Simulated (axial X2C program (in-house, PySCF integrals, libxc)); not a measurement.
**A two-component session on ZrP⁺: properties at the nuclei**

Aim: properties at the nuclei of ZrP⁺, with spin–orbit coupling in the Hamiltonian from the start.

Method: two-component X2C with atomic mean-field terms, Zr dyall-cv3z, P dyall-v3z; program: an in-house X2C program for linear molecules on PySCF integrals.

All values are calculated.

## 1. Input

File task.json:

```json
{"zs": [40, 15], "q": 1, "bas": ["dyall-cv3z", "dyall-v3z"], "r0": 2.29, "levels": ["PBE0", "HF", "TPSSh", "PBE50", "r2SCAN"], "nst": 3}
```

Keys: zs atomic numbers; q charge; bas basis sets; r0 starting distance in Å; levels methods (HF also brings MP2); nst determinants followed.

On the command line:

```sh
python soeom.py task.json out
```

The runs that follow: Expectation values, lowest determinant; Expectation values, a higher determinant; Expectation values, a higher determinant.

**Question.** What will these runs give? Wanted: lowest determinant; qzz Zr; qzz P; higher determinant; Eeff magnitude; Ws magnitude Zr; A∥/gI Zr (for each run or level that gives them).

**Answer**, as computed:

| quantity | value |
| --- | --- |
| lowest determinant | Ω = 0 (closed shell) |
| qzz Zr (a.u.), PBE0 | -2.54 |
| qzz P (a.u.), PBE0 | -1.42 |
| higher determinant | Ω = 1 (excess of +ω over −ω: ω = -1/2, ω = 3/2) |
| Eeff magnitude (GV/cm), PBE0, higher determinant | 1.65 |
| Ws magnitude Zr (kHz), PBE0, higher determinant | 0.801 |
| A∥/gI Zr (MHz), PBE0, higher determinant | 186 |
| qzz Zr (a.u.), PBE0, higher determinant | 0.14 |
| higher determinant | Ω = 1 (excess of +ω over −ω: 2 × ω = 1/2) |
| Eeff magnitude (GV/cm), PBE0, higher determinant | 1.67 |
| Ws magnitude Zr (kHz), PBE0, higher determinant | 0.793 |
| A∥/gI Zr (MHz), PBE0, higher determinant | 2400 |
| qzz Zr (a.u.), PBE0, higher determinant | -2.22 |

In words: The expectation values come from single determinants, which for open shells can mix terms of unlike spin or miss the lowest Ω, so a determinant need not be a state. Eeff is the effective electric field on the electron dipole moment in this Ω state and Ws the scalar–pseudoscalar constant (defined with the proton number Z and per Ω); A∥ is the parallel hyperfine constant, which follows by multiplying with the nuclear g factor gI = μI/(I μN); qzz is the electric field gradient, eQq0 = 234.96 MHz × Q/barn × qzz. The operators were transformed with the bare-nucleus X2C matrices.
